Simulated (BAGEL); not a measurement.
# B2PH5Cl− (SMILES B[BH-](P)Cl): HF/6-31G(d) (density fitting with qzvpp-jkfit, spherical functions)

What is the vertical ionisation energy of B2PH5Cl− at HF/6-31G* (density fitting with qzvpp-jkfit, spherical functions)? 

The results are computed with BAGEL 1.2.2.

4 further runs of the same task are left out: 2 that didn't finish, 2 set aside as unsound or not needed.

**1. The structure to begin with**

B2PH5Cl− has 9 atoms, charge -1, and is taken as a singlet. As SMILES, `B[BH-](P)Cl`. The shape is that of a GFN2-xTB optimisation. This is one conformer, not always the lowest.

Bond lengths: B1–B2 1.656 Å, B2–P3 2.043 Å, B2–Cl4 1.898 Å, B1–H5 1.185 Å, B1–H6 1.188 Å, B2–H7 1.203 Å, P3–H8 1.390 Å, P3–H9 1.391 Å. Some angles: B1–B2–P3 103.1°, B1–B2–Cl4 116.4°, P3–B2–Cl4 102.3°, B1–B2–H7 121.1°, P3–B2–H7 105.7°, Cl4–B2–H7 106.0°, B2–B1–H5 125.8°, B2–B1–H6 120.3°, B2–P3–H8 95.7°, B2–P3–H9 96.7°.

**2. A single-point energy at HF/6-31G(d) (density fitting with qzvpp-jkfit, spherical functions)**

Input file hf.json:

```json
{ "bagel" : [

{
  "title" : "molecule",
  "basis" : "6-31gs.json",
  "df_basis" : "qzvpp-jkfit",
  "angstrom" : true,
  "geometry" : [
    { "atom" : "B", "xyz" : [   -0.276840,    1.421670,   -0.392160 ] },
    { "atom" : "B", "xyz" : [   -0.063890,   -0.207460,   -0.602040 ] },
    { "atom" : "P", "xyz" : [   -0.071740,   -0.925960,    1.310380 ] },
    { "atom" : "Cl", "xyz" : [   -1.507580,   -1.151180,   -1.393680 ] },
    { "atom" : "H", "xyz" : [   -1.316900,    1.989410,   -0.385210 ] },
    { "atom" : "H", "xyz" : [    0.642770,    2.113670,   -0.096870 ] },
    { "atom" : "H", "xyz" : [    0.935010,   -0.643960,   -1.110750 ] },
    { "atom" : "H", "xyz" : [    0.481520,   -2.161550,    0.996520 ] },
    { "atom" : "H", "xyz" : [    1.177640,   -0.434640,    1.673820 ] }
  ]
},
{
  "title" : "hf",
  "charge" : -1
},
{
  "title" : "print",
  "file" : "orbitals.molden",
  "orbitals" : true
}

]}
```

The basis set 6-31G* is read from a file made from the Basis Set Exchange's data (not shown).

The run is started by

```sh
BAGEL_NUM_THREADS=1 BAGEL hf.json > hf.out
```

What it wrote:

```text
* using 1 threads per process

  ===============================================================
  ===============================================================

  *** Geometry ***

  { "atom" : "B", "xyz" : [     -0.523152,      2.686567,     -0.741075 ] },
  { "atom" : "B", "xyz" : [     -0.120735,     -0.392043,     -1.137691 ] },
  { "atom" : "P", "xyz" : [     -0.135569,     -1.749811,      2.476259 ] },
  { "atom" : "Cl", "xyz" : [     -2.848913,     -2.175415,     -2.633674 ] },
  { "atom" : "H", "xyz" : [     -2.488580,      3.759440,     -0.727941 ] },
  { "atom" : "H", "xyz" : [      1.214659,      3.994257,     -0.183058 ] },
  { "atom" : "H", "xyz" : [      1.766913,     -1.216908,     -2.099013 ] },
  { "atom" : "H", "xyz" : [      0.909941,     -4.084738,      1.883150 ] },
  { "atom" : "H", "xyz" : [      2.225417,     -0.821351,      3.163061 ] },

  Number of auxiliary basis functions:      496

  Since a DF basis is specified, we compute 2- and 3-index integrals:
    o Being stored without compression. Storage requirement is 0.022 GB

  Number of basis functions:       74
  Number of electrons      :       47

    * METHOD: MOLECULE                             0.24

  *** RHF ***

  === Nuclear Repulsion ===
   171.1426234175

      * DIIS with orbital gradients will be used.

  === RHF iteration (6-31gs.json) ===
      0       -852.40236926          0.01172887           0.07
      1       -852.49031662          0.00402516           0.07
      2       -852.50027765          0.00141190           0.07
      3       -852.50169271          0.00025731           0.07
      4       -852.50177202          0.00008779           0.07
      5       -852.50178384          0.00002744           0.07
      6       -852.50178494          0.00000904           0.07
      7       -852.50178506          0.00000391           0.07
      8       -852.50178509          0.00000140           0.07
      9       -852.50178509          0.00000052           0.07
     10       -852.50178509          0.00000018           0.07
     11       -852.50178509          0.00000007           0.07
     12       -852.50178509          0.00000003           0.07
     13       -852.50178509          0.00000001           0.07
    * SCF iteration converged.

    * Permanent dipole moment:
           (   -0.265529,     0.048551,    -0.171555) a.u.

    * METHOD: HF                                   1.13

    * METHOD: PRINT                                0.01

  ===============================================================
```

It took 1.6 s on 1 thread of Arm Neoverse V2, shared host; peak memory 0.11 GiB.

**3. Doublet neutral B2PH5Cl, same level**

Input file input.json:

```json
{ "bagel": [

{
  "title": "molecule",
  "basis": "6-31gs.json",
  "df_basis": "qzvpp-jkfit",
  "angstrom": true,
  "geometry": [
    { "atom": "B", "xyz": [   -0.276840,    1.421670,   -0.392160 ] },
    { "atom": "B", "xyz": [   -0.063890,   -0.207460,   -0.602040 ] },
    { "atom": "P", "xyz": [   -0.071740,   -0.925960,    1.310380 ] },
    { "atom": "Cl", "xyz": [   -1.507580,   -1.151180,   -1.393680 ] },
    { "atom": "H", "xyz": [   -1.316900,    1.989410,   -0.385210 ] },
    { "atom": "H", "xyz": [    0.642770,    2.113670,   -0.096870 ] },
    { "atom": "H", "xyz": [    0.935010,   -0.643960,   -1.110750 ] },
    { "atom": "H", "xyz": [    0.481520,   -2.161550,    0.996520 ] },
    { "atom": "H", "xyz": [    1.177640,   -0.434640,    1.673820 ] }
  ]
},
{
  "title": "uhf",
  "nopen": 1
},
{
  "title": "print",
  "file": "orbitals.molden",
  "orbitals": true
}

]}
```

The basis set 6-31G* is read from a file made from the Basis Set Exchange's data (not shown).

The run is started by

```sh
BAGEL_NUM_THREADS=1 BAGEL input.json > input.out
```

What it wrote:

```text
* using 1 threads per process

  ===============================================================
  ===============================================================

  *** Geometry ***

  { "atom" : "B", "xyz" : [     -0.523152,      2.686567,     -0.741075 ] },
  { "atom" : "B", "xyz" : [     -0.120735,     -0.392043,     -1.137691 ] },
  { "atom" : "P", "xyz" : [     -0.135569,     -1.749811,      2.476259 ] },
  { "atom" : "Cl", "xyz" : [     -2.848913,     -2.175415,     -2.633674 ] },
  { "atom" : "H", "xyz" : [     -2.488580,      3.759440,     -0.727941 ] },
  { "atom" : "H", "xyz" : [      1.214659,      3.994257,     -0.183058 ] },
  { "atom" : "H", "xyz" : [      1.766913,     -1.216908,     -2.099013 ] },
  { "atom" : "H", "xyz" : [      0.909941,     -4.084738,      1.883150 ] },
  { "atom" : "H", "xyz" : [      2.225417,     -0.821351,      3.163061 ] },

  Number of auxiliary basis functions:      496

  Since a DF basis is specified, we compute 2- and 3-index integrals:
    o Being stored without compression. Storage requirement is 0.022 GB

  Number of basis functions:       74
  Number of electrons      :       47

    * METHOD: MOLECULE                             0.24

  *** Open-shell HF ***

  === Nuclear Repulsion ===
   171.1426234175

      * DIIS with orbital gradients will be used.

  === UHF iteration (6-31gs.json) ===
      0       -852.28598221          0.02245092           0.14
      1       -852.37804868          0.00698841           0.13
      2       -852.38995070          0.00248742           0.13
      3       -852.39220865          0.00112979           0.13
      4       -852.39317869          0.00051807           0.13
      5       -852.39355435          0.00034275           0.13
      6       -852.39379500          0.00023654           0.14
      7       -852.39391794          0.00019094           0.14
      8       -852.39408670          0.00010488           0.13
      9       -852.39414908          0.00005039           0.13
     10       -852.39416147          0.00002196           0.13
     11       -852.39416363          0.00000990           0.14
     12       -852.39416399          0.00000502           0.13
     13       -852.39416409          0.00000206           0.13
     14       -852.39416410          0.00000121           0.13
     15       -852.39416411          0.00000084           0.13
     16       -852.39416411          0.00000072           0.13
     17       -852.39416411          0.00000059           0.13
     18       -852.39416412          0.00000043           0.13
     19       -852.39416412          0.00000021           0.13
     20       -852.39416412          0.00000009           0.13
     21       -852.39416412          0.00000006           0.13
     22       -852.39416412          0.00000004           0.13
     23       -852.39416412          0.00000002           0.13
     24       -852.39416412          0.00000001           0.13
     25       -852.39416412          0.00000001           0.13
     26       -852.39416412          0.00000001           0.13
    * SCF iteration converged.

    * S^2 (UHF) is 0.7839

    * Permanent dipole moment:
           (   -0.915864,     0.155321,    -1.582027) a.u.

    * METHOD: UHF                                  3.80

    * METHOD: PRINT                                0.01

  ===============================================================
```

Run time: 4.5 s. Hardware: 1 thread of Arm Neoverse V2, shared host; peak memory 0.11 GiB.

**4. Outcome**

Level: HF/6-31G* (density fitting with qzvpp-jkfit, spherical functions).

| quantity | value |
| --- | --- |
| singlet B2PH5Cl−: total energy | -852.50179 Eh |
| singlet B2PH5Cl−: HOMO energy | -4.07 eV |
| singlet B2PH5Cl−: LUMO energy | 7.14 eV |
| singlet B2PH5Cl−: HOMO–LUMO gap (to an unbound level, set by the basis) | 11.21 eV |
| doublet neutral B2PH5Cl: total energy | -852.39416 Eh |
| doublet neutral B2PH5Cl: dipole moment | 4.66 D |
| doublet neutral B2PH5Cl: ⟨S²⟩ | 0.784 |
| vertical detachment energy (to the doublet neutral) | 2.929 eV |

**Reading.** The vertical ionisation energy comes to 2.93 eV (283 kJ/mol). The negative HOMO energy of the first species, 4.07 eV, lies 1.14 eV above that difference.
